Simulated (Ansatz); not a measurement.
# Al2TeP3: from a guess to a relaxed structure

Where does this trial cell of Al2TeP3 go when cell and atoms are let free?

Method: DFT PBE, scalar-relativistic, plane waves, PAW, in Ansatz 0.2.0.

**1. The structure to begin with**

Symmetry: P6/mmm, No. 191, hexagonal system. Conventional cell: a = 6.035 Å, b = 6.035 Å, c = 3.519 Å, α = 90.00°, β = 90.00°, γ = 120.00°. Al (site symmetry -6m2) has 6 P at 2.48 Å and 3 Al at 3.48 Å and 3 Te at 3.48 Å as nearest neighbours. Around Te (site symmetry 6/mmm) lie 6 Al at 3.48 Å and 12 P at 3.49 Å and 2 Te at 3.52 Å. Around P (site symmetry mmm) lie 4 Al at 2.48 Å.

As a file:

```cif
data_structure
_symmetry_space_group_name_H-M 'P 1'
_symmetry_Int_Tables_number 1
_cell_length_a 6.0353
_cell_length_b 6.0353
_cell_length_c 3.5187
_cell_angle_alpha 90.000
_cell_angle_beta 90.000
_cell_angle_gamma 120.000
_cell_volume 111.00
loop_
_atom_site_label
_atom_site_type_symbol
_atom_site_fract_x
_atom_site_fract_y
_atom_site_fract_z
_atom_site_occupancy
Al1 Al 0.33333 0.66667 0.00000 1
Al2 Al 0.66667 0.33333 0.00000 1
Te1 Te 0.00000 0.00000 0.00000 1
P1 P 0.50000 0.00000 0.50000 1
P2 P 0.50000 0.50000 0.50000 1
P3 P 0.00000 0.50000 0.50000 1
```

The cell is invented: species swapped into a database cell of DyCo3B2 (P6/mmm, No. 191), with Te on the Dy sites, P on the Co sites and Al on the B sites. Its size is a rough estimate.

**2. The guess as it stands, on a coarse mesh**

input.yaml reads:

```yaml
crystal:
  lattice:
    - [6.03529764, 0.0, 0.0]
    - [-3.01764882, 5.22672107, 0.0]
    - [0.0, 0.0, 3.51865753]
  atoms:
    - { symbol: Al, position: [0.33333333, 0.66666667, 0.0] }
    - { symbol: Al, position: [0.66666667, 0.33333333, 0.0] }
    - { symbol: Te, position: [0.0, 0.0, 0.0] }
    - { symbol: P, position: [0.5, 0.0, 0.5] }
    - { symbol: P, position: [0.5, 0.5, 0.5] }
    - { symbol: P, position: [0.0, 0.5, 0.5] }
basis:
  ecutwfc: 420
kpoints:
  mp_grid: { grid: [3, 3, 6] }
hamiltonian:
  xc: pbe
scf:
  occupations: { method: gaussian, width: 0.1 }
  lower_state_search: "off"
output:
  forces: true
  stress: true
  eigenvalues: true
```

Command:

```
> ansatz run input.yaml --threads 1 --pin off --max-ram 2048MiB --backend cpu --events-out ev --progress --plain --runs-dir out
```

The log of the run, shortened:

```text
[...]
SCF converged after 7 iterations
Free energy (F): -10320.270934 eV
[...]
E sigma→0 (E₀):  -10320.250589 eV
Entropy (-TS):   -0.040690 eV (-6.782 meV/atom)
Fermi energy:    8.990804 eV
[...]
--- Forces (eV/Å), atoms counted from 1 ---
  atom   1  Al    -0.00000000    -0.00000000     0.00000000
  atom   2  Al    -0.00000000     0.00000000    -0.00000000
  atom   3  Te     0.00000000     0.00000000     0.00000000
  atom   4  P     -0.00000000    -0.00000000     0.00000000
  atom   5  P     -0.00000000     0.00000000     0.00000000
  atom   6  P      0.00000000     0.00000000     0.00000000
[...]
--- Stress (GPa, compression-positive) ---
        2.211295       0.000000       0.000000
       -0.000000       2.211295       0.000000
        0.000000       0.000000       3.131976
  P = ⅓ Tr σ = 2.5182 GPa (25.182 kbar)
--- Band table (eV; the first three rows and the last of 12) ---
  k-point 0: bands = ["-28.0469", "-28.0294", "-28.0294", "-28.0192", "-28.0192", "-4.7776", "-1.5560", "-1.0624", "-1.0624", "0.8673", "3.3455", "3.3455", "6.1327", "8.8944", "8.8944", "9.0236", "9.0236", "9.5531", "10.4433", "10.5546", "11.4367", "11.4367", "11.7636", "12.6738", "13.0076"]
[...]
```

Wall time 1.9 s (1 thread of Intel Xeon Platinum 8488C (Sapphire Rapids), shared host); peak memory 0.42 GiB.

From the probe: pressure 2.5 GPa, largest force 0.00 eV/Å, gap on this mesh none (metal). The coarse relaxation is skipped.

**3. Relaxation on the finer mesh**

Edit input.yaml of step 2 so:

```diff
@@ -15,3 +15,3 @@
 kpoints:
-  mp_grid: { grid: [3, 3, 6] }
+  mp_grid: { grid: [6, 6, 10] }
 hamiltonian:
@@ -20,3 +20,2 @@
   occupations: { method: gaussian, width: 0.1 }
-  lower_state_search: "off"
 output:
@@ -25 +24,10 @@
   eigenvalues: true
+  write_density: true
+  write_potential: true
+  elf: true
+  volumetric_format: npy
+relax:
+  adjacent_minimum: "off"
+  f_tol: 0.01
+  max_steps: 80
+  cell: { stress_tol: 0.05 }
```

Command:

```
> ansatz run input.yaml --threads 1 --pin off --max-ram 2048MiB --backend cpu --events-out ev --progress --plain --runs-dir out
```

The log of the run:

```text
Warning: RAYON_NUM_THREADS=1 ignored (pool sized by the plan → 1); use --threads N
Engine: ansatz 0.2.0, x86_64-unknown-linux-gnu
Pseudopotentials: kind: paw
Pseudopotential: Al, paw, valence charge 3, recommended cutoff 420 eV (normal), Al.paw.azcp
Pseudopotential: Te, paw, valence charge 16, recommended cutoff 420 eV (normal), Te.paw.azcp
Pseudopotential: P, paw, valence charge 5, recommended cutoff 420 eV (normal), P.paw.azcp
Functional definition: PBE
  parameter kappa = 0.804
  parameter beta = 0.06672455060314922
  exchange = pbe_x(kappa = kappa, mu = beta*pi^2/3)
  correlation = pbe_c(beta = beta)
Crystal: 6 atoms, lattice volume = 110.995 Å³
Basis set: ecut = 420 eV, 2189 PW (Γ), exchange–correlation on 90×90×48 points (8 copies of the dense FFT grid, shifted against one another)
Bands: 25, of which v1, the nominal top of the filled ones, is band 19 counted from 1 (18 counted from 0)
Symmetry: 24 space group operations
Space group: P6/mmm (ITA 191), of the structure as read, at distance tolerance 4.8e-5 Å
k-points: 42 of 360
Non-local potential: Al, projectors of the file, l = 0: 2, l = 1: 2, l = 2: 1
Non-local potential: Te, projectors of the file, l = 0: 2, l = 1: 2, l = 2: 2, l = 3: 2
Non-local potential: P, projectors of the file, l = 0: 2, l = 1: 2, l = 2: 2
PAW form: soft (Blöchl's): semilocal exchange-correlation on the pseudo side does not see the compensation charge
PAW one-centre angular grid: Al, 110 points (default); XC on 64 Gauss nodes
PAW one-centre angular grid: Te, 590 points (default); XC on 64 Gauss nodes
PAW one-centre angular grid: P, 110 points (default); XC on 64 Gauss nodes
Initial density: superposition of atomic densities (neutral atoms: chi_scale 0, normalization atom), corrected by the library's trained network
Initial wavefunctions: pseudopotential atomic-orbital guess
Functional: x = pbe(κ = 0.804, μ = 0.2195149727645171), c = pbe(β = 0.06672455060314922)
SCF iter   1: F=—  HF=-10320.395893 eV  |F-HF|=—  |Δ(HF+E_count)|=         —  Δρ=4.96e-3  dr2=3.60e-2  ethr=1.77e-3  ⟨swp⟩=9.5  Hψ=6555  notcnv=0
preconditioner: auto → Kerker (q_TF=auto, 2.272 Å⁻¹)  [metal: Δε(μ)=0.053 eV  Ē_g=7.892 eV  σ=0.100 eV  W_gap=0.28  n_scr=26 (ndim 8)  ℏωp=18.3 eV  f_vac=0.000  D(μ)=4.12/eV (n_scr^D=32)]
SCF iter   2: F=—  HF=-10320.389260 eV  |F-HF|=—  |Δ(HF+E_count)|=   6.63e-3  Δρ=2.80e-3  dr2=1.35e-2  ethr=9.74e-5  ⟨swp⟩=1.7  Hψ=1437  notcnv=0
SCF iter   3: F=—  HF=-10320.386051 eV  |F-HF|=—  |Δ(HF+E_count)|=   3.21e-3  Δρ=4.91e-4  dr2=4.37e-4  ethr=3.64e-5  ⟨swp⟩=2.3  Hψ=1541  notcnv=0  defer=1
SCF iter   4: F=—  HF=-10320.385980 eV  |F-HF|=—  |Δ(HF+E_count)|=   7.13e-5  Δρ=2.20e-4  dr2=5.35e-5  ethr=1.18e-6  ⟨swp⟩=2.4  Hψ=1734  notcnv=0  defer=1
SCF iter   5: F=—  HF=-10320.385981 eV  |F-HF|=—  |Δ(HF+E_count)|=   1.47e-6  Δρ=4.81e-5  dr2=6.53e-6  ethr=1.45e-7  ⟨swp⟩=2.4  Hψ=1554  notcnv=0  defer=1
SCF iter   6: F=—  HF=-10320.385981 eV  |F-HF|=—  |Δ(HF+E_count)|=   5.96e-7  Δρ=1.43e-5  dr2=7.67e-7  ethr=1.77e-8  ⟨swp⟩=1.5  Hψ=1171  notcnv=0  defer=1
SCF iter   7: F=-10320.385980 eV  HF=-10320.385980 eV  |F-HF|=5.60e-9  |Δ(HF+E_count)|=   1.34e-7  Δρ=2.42e-6  dr2=1.24e-8  ethr=2.70e-10  ⟨swp⟩=14.6  Hψ=8326  notcnv=0
SCF 1 converged in 7 iterations: F = -10320.385980 eV  dr2 = 1.24e-8
relax step   1: F+E_penalty+E_count = -10320.38598048 eV  Δ(F+E_penalty+E_count) = +0.000e0 eV  max|allowed force component| = 2.390e-17 eV/Å  Δτ_max = 0.0000 Å  P = +2.138 GPa  Ω = 110.995 Å³  (7 SCF iters, dr2 threshold 1.00e-7 eV, accepted)
Crystal: 6 atoms, lattice volume = 113.459 Å³
Basis set: ecut = 420 eV, 2225 PW (Γ), exchange–correlation on 90×90×48 points (8 copies of the dense FFT grid, shifted against one another)
Initial density: handed on by an earlier stage of this run
Initial wavefunctions: those handed on with the density
iter 1 solved again at ethr=2.58e-5 eV; its pass at ethr=3.10e-3 eV (dr2=9.56e-3 eV) is discarded
SCF iter   1: F=—  HF=-10320.406197 eV  |F-HF|=—  |Δ(HF+E_count)|=         —  Δρ=1.34e-3  dr2=9.58e-3  ethr=2.58e-5  ⟨swp⟩=1.7  Hψ=6677  notcnv=0
preconditioner: auto → Kerker (q_TF=auto, 2.264 Å⁻¹)  [metal: Δε(μ)=0.007 eV  Ē_g=7.793 eV  σ=0.100 eV  W_gap=0.04  n_scr=26 (ndim 8)  ℏωp=18.1 eV  f_vac=0.000  D(μ)=4.25/eV (n_scr^D=32)]
SCF iter   2: F=—  HF=-10320.404689 eV  |F-HF|=—  |Δ(HF+E_count)|=   1.51e-3  Δρ=5.96e-4  dr2=1.68e-3  ethr=2.58e-5  ⟨swp⟩=1.1  Hψ=1055  notcnv=0
SCF iter   3: F=—  HF=-10320.404350 eV  |F-HF|=—  |Δ(HF+E_count)|=   3.39e-4  Δρ=2.07e-4  dr2=1.00e-4  ethr=4.54e-6  ⟨swp⟩=1.5  Hψ=1113  notcnv=0
SCF iter   4: F=—  HF=-10320.404340 eV  |F-HF|=—  |Δ(HF+E_count)|=   1.02e-5  Δρ=6.76e-5  dr2=6.34e-6  ethr=2.70e-7  ⟨swp⟩=2.5  Hψ=1565  notcnv=0
SCF iter   5: F=-10320.404341 eV  HF=-10320.404341 eV  |F-HF|=4.69e-9  |Δ(HF+E_count)|=   4.08e-7  Δρ=1.41e-5  dr2=2.88e-7  ethr=1.62e-9  ⟨swp⟩=13.4  Hψ=8718  notcnv=0
SCF 2 converged in 5 iterations: F = -10320.404341 eV  dr2 = 2.88e-7
relax step   2: F+E_penalty+E_count = -10320.40434059 eV  Δ(F+E_penalty+E_count) = -1.836e-2 eV  max|allowed force component| = 3.065e-17 eV/Å  Δτ_max = 0.0000 Å  P = +0.474 GPa  Ω = 113.459 Å³  energy of the carried Pulay correction = -4.829e-4 eV  (5 SCF iters, dr2 threshold 6.00e-7 eV, accepted)
Crystal: 6 atoms, lattice volume = 114.088 Å³
iter 1 solved again at ethr=3.24e-6 eV; its pass at ethr=3.10e-3 eV (dr2=1.20e-3 eV) is discarded
SCF iter   1: F=—  HF=-10320.405479 eV  |F-HF|=—  |Δ(HF+E_count)|=         —  Δρ=5.02e-4  dr2=1.28e-3  ethr=3.24e-6  ⟨swp⟩=2.8  Hψ=5999  notcnv=0
preconditioner: auto → Kerker (q_TF=auto, 2.261 Å⁻¹)  [metal: Δε(μ)=0.018 eV  Ē_g=7.766 eV  σ=0.100 eV  W_gap=0.10  n_scr=26 (ndim 8)  ℏωp=18.1 eV  f_vac=0.000  D(μ)=4.17/eV (n_scr^D=32)]
SCF iter   2: F=—  HF=-10320.405277 eV  |F-HF|=—  |Δ(HF+E_count)|=   2.02e-4  Δρ=2.29e-4  dr2=2.34e-4  ethr=3.24e-6  ⟨swp⟩=1.0  Hψ=1050  notcnv=0
SCF iter   3: F=—  HF=-10320.405222 eV  |F-HF|=—  |Δ(HF+E_count)|=   5.50e-5  Δρ=7.12e-5  dr2=1.42e-5  ethr=6.33e-7  ⟨swp⟩=1.0  Hψ=1052  notcnv=0
SCF iter   4: F=—  HF=-10320.405219 eV  |F-HF|=—  |Δ(HF+E_count)|=   2.48e-6  Δρ=2.66e-5  dr2=1.01e-6  ethr=3.84e-8  ⟨swp⟩=2.4  Hψ=1538  notcnv=0
SCF iter   5: F=-10320.405219 eV  HF=-10320.405219 eV  |F-HF|=7.11e-9  |Δ(HF+E_count)|=   4.73e-9  Δρ=5.26e-6  dr2=4.23e-8  ethr=1.62e-9  ⟨swp⟩=12.7  Hψ=8198  notcnv=0
SCF 3 converged in 5 iterations: F = -10320.405219 eV  dr2 = 4.23e-8
relax step   3: F+E_penalty+E_count = -10320.40521946 eV  Δ(F+E_penalty+E_count) = -8.789e-4 eV  max|allowed force component| = 2.197e-17 eV/Å  Δτ_max = 0.0000 Å  P = -0.004 GPa  Ω = 114.088 Å³  energy of the carried Pulay correction = -6.043e-4 eV  (5 SCF iters, dr2 threshold 6.00e-7 eV, accepted)
Crystal: 6 atoms, lattice volume = 114.132 Å³
iter 1 solved again at ethr=1.97e-8 eV; its pass at ethr=3.10e-3 eV (dr2=7.29e-6 eV) is discarded
SCF iter   1: F=—  HF=-10320.405239 eV  |F-HF|=—  |Δ(HF+E_count)|=         —  Δρ=6.81e-5  dr2=7.88e-6  ethr=1.97e-8  ⟨swp⟩=3.0  Hψ=6339  notcnv=0
preconditioner: auto → Kerker (q_TF=auto, 2.261 Å⁻¹)  [metal: Δε(μ)=0.017 eV  Ē_g=7.765 eV  σ=0.100 eV  W_gap=0.09  n_scr=26 (ndim 8)  ℏωp=18.1 eV  f_vac=0.000  D(μ)=4.15/eV (n_scr^D=32)]
SCF iter   2: F=—  HF=-10320.405238 eV  |F-HF|=—  |Δ(HF+E_count)|=   1.23e-6  Δρ=3.98e-5  dr2=2.38e-6  ethr=1.97e-8  ⟨swp⟩=1.0  Hψ=1050  notcnv=0
SCF iter   3: F=—  HF=-10320.405237 eV  |F-HF|=—  |Δ(HF+E_count)|=   5.02e-7  Δρ=6.45e-6  dr2=6.04e-8  ethr=6.44e-9  ⟨swp⟩=2.2  Hψ=1607  notcnv=0
SCF iter   4: F=-10320.405237 eV  HF=-10320.405237 eV  |F-HF|=9.91e-10  |Δ(HF+E_count)|=   4.34e-9  Δρ=2.22e-6  dr2=6.00e-9  ethr=4.59e-11  ⟨swp⟩=10.0  Hψ=7032  notcnv=0
SCF 4 converged in 4 iterations: F = -10320.405237 eV  dr2 = 6.00e-9
relax step   4: F+E_penalty+E_count = -10320.40523722 eV  Δ(F+E_penalty+E_count) = -1.776e-5 eV  max|allowed force component| = 2.660e-17 eV/Å  Δτ_max = 0.0000 Å  P = -0.005 GPa  Ω = 114.132 Å³  energy of the carried Pulay correction = -6.129e-4 eV  (4 SCF iters, dr2 threshold 1.70e-8 eV, accepted)
Initial wavefunctions: pseudopotential atomic-orbital guess (no wavefunctions were taken with the density)
iter 1 solved again at ethr=4.78e-7 eV; its pass at ethr=3.10e-3 eV (dr2=1.77e-4 eV) is discarded
SCF iter   1: F=—  HF=-10320.405808 eV  |F-HF|=—  |Δ(HF+E_count)|=         —  Δρ=1.35e-4  dr2=4.94e-7  ethr=4.78e-7  ⟨swp⟩=3.2  Hψ=9112  notcnv=0
SCF iter   2: F=—  HF=-10320.405904 eV  |F-HF|=—  |Δ(HF+E_count)|=   9.56e-5  Δρ=6.81e-5  dr2=1.27e-7  ethr=1.34e-9  ⟨swp⟩=3.0  Hψ=1992  notcnv=0
SCF iter   3: F=—  HF=-10320.405936 eV  |F-HF|=—  |Δ(HF+E_count)|=   3.22e-5  Δρ=5.81e-6  dr2=2.53e-9  ethr=3.44e-10  ⟨swp⟩=2.8  Hψ=1689  notcnv=0
SCF iter   4: F=—  HF=-10320.405936 eV  |F-HF|=—  |Δ(HF+E_count)|=   2.22e-7  Δρ=5.15e-7  dr2=2.32e-10  ethr=6.85e-12  ⟨swp⟩=2.3  Hψ=1838  notcnv=0
SCF iter   5: F=-10320.405936 eV  HF=-10320.405936 eV  |F-HF|=2.36e-11  |Δ(HF+E_count)|=  3.09e-11  Δρ=1.28e-7  dr2=1.86e-11  ethr=1.00e-12  ⟨swp⟩=9.4  Hψ=6048  notcnv=0
SCF 5 converged in 5 iterations: F = -10320.405936 eV  dr2 = 1.86e-11
relax step   5: F+E_penalty+E_count = -10320.40593623 eV  Δ(F+E_penalty+E_count) = -6.990e-4 eV  max|allowed force component| = 2.737e-17 eV/Å  Δτ_max = 0.0000 Å  P = +0.005 GPa  Ω = 114.132 Å³  stress off target by 1.56e-2 GPa  SCF on the basis re-selected at this cell (its energy is not comparable with the rows above)  (5 SCF iters)
basis re-selected at this cell: Δ(F+E_penalty+E_count) = -6.990e-4 eV, ΔP = +0.009 GPa vs the last step (what re-selecting the basis moved, of the pressure what is left beyond the Pulay correction that the steps carried, after the strain that the cell walked since its last selection, with what the two solves' SCF thresholds leave and, on support functions, any second-order correction that the steps lacked; it is no measure of the basis error at this ecutwfc). This SCF's stress stands 1.56e-2 GPa from its target on what of the cell is left free (relax.cell.stress_tol is 5.00e-2 GPa) and its largest allowed force component is 2.74e-17 eV/Å (relax.f_tol is 1.00e-2 eV/Å): within both
SCF converged after 5 iterations
Free energy (F): -10320.405936 eV
Harris-Foulkes:  -10320.405936 eV  (|F-HF|=2.36e-11)
Internal energy: -10320.385190 eV  (E = F + TS)
E sigma→0 (E₀):  -10320.395563 eV
Entropy (-TS):   -0.020746 eV (-3.458 meV/atom)
Fermi energy:    8.694947 eV
--- Per-component energies (eV) ---
  E_band       = -194.516168
  E_kinetic    = 435.058293
  E_local      = -1568.458818  (includes V_loc(G=0)·N_el)
  E_nonlocal   = -188.884079
  E_hartree    = 939.880641
  E_xc         = -387.017632
  E_vxc        = -342.954014  (∫ρ·V_xc dr)
  E_paw        = -7304.298651  (= ΣΔE_a)
  E_vpaw       = -409.038651  (= ΣTr[D̂ρ^β])
  E_aug_tail   = -0.000174  (compensation charges beyond the density's cutoff)
  E_ewald      = -2246.664770
  E_smearing   = -0.020746  (= −TS)
  E_closure    = 0.000000  (closes the sum)
  Σ components = -10320.405936   (vs F -10320.405936, Δ=0.00e0)
--- Forces (eV/Å), atoms counted from 1 ---
  atom   1  Al    -0.00000000     0.00000000    -0.00000000
  atom   2  Al     0.00000000    -0.00000000     0.00000000
  atom   3  Te     0.00000000     0.00000000     0.00000000
  atom   4  P      0.00000000     0.00000000     0.00000000
  atom   5  P      0.00000000    -0.00000000     0.00000000
  atom   6  P      0.00000000     0.00000000     0.00000000
  max |Σ_I F_I| component: 2.31e-18 eV/Å
--- Stress (GPa, compression-positive) ---
       -0.000725       0.000000       0.000000
        0.000000      -0.000725       0.000000
        0.000000       0.000000       0.015614
  P = ⅓ Tr σ = 0.0047 GPa (0.047 kbar)
--- Band table (eV; the first three rows and the last of 42) ---
  k-point 0: bands = ["-28.2895", "-28.2582", "-28.2582", "-28.2036", "-28.2036", "-4.9486", "-1.8181", "-1.4030", "-1.4030", "0.5914", "3.1683", "3.1683", "5.8421", "8.5071", "8.5071", "8.6018", "8.6018", "9.1553", "9.9972", "10.2008", "10.9617", "10.9617", "11.3611", "12.2216", "12.5322"]
  k-point 1: bands = ["-28.2877", "-28.2586", "-28.2586", "-28.2036", "-28.2036", "-4.8501", "-1.7675", "-1.3231", "-1.3231", "0.6875", "3.2748", "3.2748", "4.9625", "7.8214", "7.8214", "8.6013", "8.6013", "9.4396", "10.0504", "10.2264", "10.2448", "10.7608", "10.7608", "12.4380", "13.1084"]
  k-point 2: bands = ["-28.2832", "-28.2597", "-28.2597", "-28.2035", "-28.2035", "-4.5614", "-1.6487", "-1.0948", "-1.0948", "0.9666", "3.5516", "3.5919", "3.5919", "6.5432", "6.5432", "8.0380", "8.4609", "8.4609", "8.5964", "10.1969", "10.3205", "10.3205", "12.0492", "13.0650", "13.8071"]
  k-point 41: bands = ["-28.2715", "-28.2627", "-28.2627", "-28.2032", "-28.2032", "-2.2293", "-2.2293", "-1.6333", "-0.4876", "1.5604", "1.5604", "4.2878", "4.4061", "4.9635", "4.9635", "7.5217", "7.5217", "8.4735", "8.5335", "8.5335", "8.8063", "9.6603", "9.6603", "12.1929", "12.5310"]
--- Relaxed structure (4 steps of the walk, 4 accepted, 1 SCFs on fresh bases) ---
  F+E_penalty+E_count = -10320.40593623 eV   max|allowed force component| = 2.737e-17 eV/Å   (the final SCF, on the basis selected at the relaxed cell)
  cell:  # Å, volume = 114.1318 Å³
    - [6.10244278374895, 1.2899401705482445e-33, -2.74112286241502e-33]
    - [-3.051221391874475, 5.284870475867618, 1.632475958888968e-18]
    - [-1.5981105126897884e-33, 1.098991843119214e-18, 3.538904061363984]
  atoms:
    - { symbol: Al, position: [0.33333333333333337, 0.6666666666666667, -4.81482486096809e-35] }
    - { symbol: Al, position: [0.6666666666666666, 0.33333333333333337, 1.4444474582904269e-34] }
    - { symbol: Te, position: [-4.0882031164085123e-35, -1.8883680368488024e-35, 1.6035584127867532e-37] }
    - { symbol: P, position: [0.5, 0.0, 0.5000000000000001] }
    - { symbol: P, position: [0.5, 0.5000000000000001, 0.5000000000000001] }
    - { symbol: P, position: [5.5459163588034705e-17, 0.5000000000000001, 0.5000000000000001] }
```

Run time: 34 s. Hardware: 1 thread of Intel Xeon Platinum 8488C (Sapphire Rapids), shared host; peak memory 0.5 GiB.

Step by step:

```csv
step,energy from step 1 (eV/cell),largest force component (eV/Å),pressure (GPa),volume (Å³)
1,0.0000,0.0000,2.14,111.00
2,-0.0184,0.0000,0.47,113.46
3,-0.0192,0.0000,0.00,114.09
4,-0.0193,0.0000,0.00,114.13
5,-0.0200,0.0000,0.00,114.13
```

Step 1 is the start. Step 5 repeats the geometry before it on a plane-wave basis chosen anew for that cell, so its energy need not be comparable with the rows above.

|  | before | after | change |
| --- | --- | --- | --- |
| a (Å) | 6.035 | 6.102 | +1.1 % |
| b (Å) | 6.035 | 6.102 | +1.1 % |
| c (Å) | 3.519 | 3.539 | +0.6 % |
| volume (Å³/atom) | 18.50 | 19.02 | +2.8 % |
| shortest distance (Å) | 2.476 | 2.497 | +0.8 % |
| space group (0.01 Å) | P6/mmm | P6/mmm | same |

Forces and stress were held to the start's 24 operations: a distortion of lower symmetry was not tested.

Density in a lattice plane of the grid's cell (edges 6.10 and 6.10 Å, at 0.000 of the third edge), which holds Al and Te.

Values in e/Å³, 12 rows by 12 columns:
```
 6.40  1.05  0.24  0.10  0.10  0.15  0.15  0.10  0.10  0.24  0.84  5.92
 0.56  0.24  0.11  0.10  0.16  0.18  0.16  0.10  0.11  0.24  0.56  0.84
 0.16  0.10  0.10  0.14  0.09  0.09  0.14  0.10  0.09  0.15  0.24  0.24
 0.08  0.10  0.16  0.09  0.06  0.10  0.16  0.10  0.08  0.09  0.11  0.10
 0.11  0.15  0.18  0.09  0.10  0.18  0.15  0.11  0.10  0.10  0.10  0.10
 0.14  0.15  0.16  0.14  0.16  0.15  0.14  0.15  0.16  0.14  0.16  0.15
 0.11  0.10  0.10  0.10  0.10  0.11  0.15  0.18  0.10  0.09  0.18  0.15
 0.08  0.10  0.11  0.09  0.08  0.10  0.16  0.10  0.06  0.09  0.16  0.10
 0.16  0.24  0.24  0.15  0.09  0.10  0.14  0.09  0.09  0.14  0.10  0.10
 0.56  0.84  0.56  0.24  0.11  0.10  0.16  0.18  0.16  0.10  0.11  0.24
 6.40  5.92  0.84  0.24  0.10  0.10  0.15  0.15  0.10  0.10  0.24  1.05
17.53  6.40  0.56  0.16  0.08  0.11  0.14  0.11  0.08  0.16  0.56  6.40
```
Columns run along the first of these edges and rows up along the second, over one cell in 12 and 12 even steps from the bottom left corner. Atoms in the plane (fractional): Al at (0.33, 0.67), Al at (0.67, 0.33), Te at (1.00, 1.00).

ELF in the same plane.

Values, 12 rows by 12 columns:
```
0.15 0.49 0.58 0.17 0.15 0.25 0.24 0.15 0.17 0.59 0.51 0.15
0.56 0.58 0.22 0.19 0.31 0.34 0.31 0.18 0.22 0.59 0.56 0.51
0.42 0.17 0.19 0.21 0.04 0.04 0.22 0.18 0.16 0.42 0.59 0.59
0.10 0.15 0.31 0.04 0.19 0.04 0.30 0.15 0.10 0.16 0.22 0.17
0.13 0.25 0.34 0.04 0.04 0.34 0.25 0.13 0.15 0.18 0.18 0.15
0.16 0.24 0.31 0.22 0.30 0.25 0.17 0.25 0.30 0.22 0.31 0.24
0.13 0.15 0.18 0.18 0.15 0.13 0.25 0.34 0.04 0.04 0.34 0.25
0.10 0.17 0.22 0.16 0.10 0.15 0.30 0.04 0.19 0.04 0.31 0.15
0.42 0.59 0.59 0.42 0.16 0.18 0.22 0.04 0.04 0.21 0.19 0.17
0.56 0.51 0.56 0.59 0.22 0.18 0.31 0.34 0.31 0.19 0.22 0.58
0.15 0.15 0.51 0.59 0.17 0.15 0.24 0.25 0.15 0.17 0.58 0.49
0.36 0.15 0.56 0.42 0.10 0.13 0.16 0.13 0.10 0.42 0.56 0.15
```
Columns run along the first of these edges and rows up along the second, over one cell in 12 and 12 even steps from the bottom left corner. Atoms in the plane (fractional): Al at (0.33, 0.67), Al at (0.67, 0.33), Te at (1.00, 1.00).

Both are smooth fields of the valence electrons: close to the nuclei they are not physical.

Maxima of ELF outside the ion cores: 0.88 on the P–Al line, 0.9 Å from P; 0.62 beside Te, off the lines to its neighbours, 1.3 Å from Te.

**4. Outcome**

```
                              quantity                                                                       value
symmetry at the end (tolerance 0.05 Å)                                                space group P6/mmm (No. 191)
                     conventional cell  a = 6.102 Å, b = 6.102 Å, c = 3.539 Å, α = 90.00°, β = 90.00°, γ = 120.00°
                                volume                                                               19.02 Å³/atom
     energy over the elements, black P                                                               +0.27 eV/atom
                       gap on the mesh                                                                none (metal)
```

In words: The space group P6/mmm (No. 191) is kept, and the volume per atom grows by 2.8 % from the first guess. The formation energy is positive, so the separate elements lie lower. No finished test with a distortion of lower symmetry is shown, so the end may be a saddle point. The runs treat Te without spin-orbit coupling.
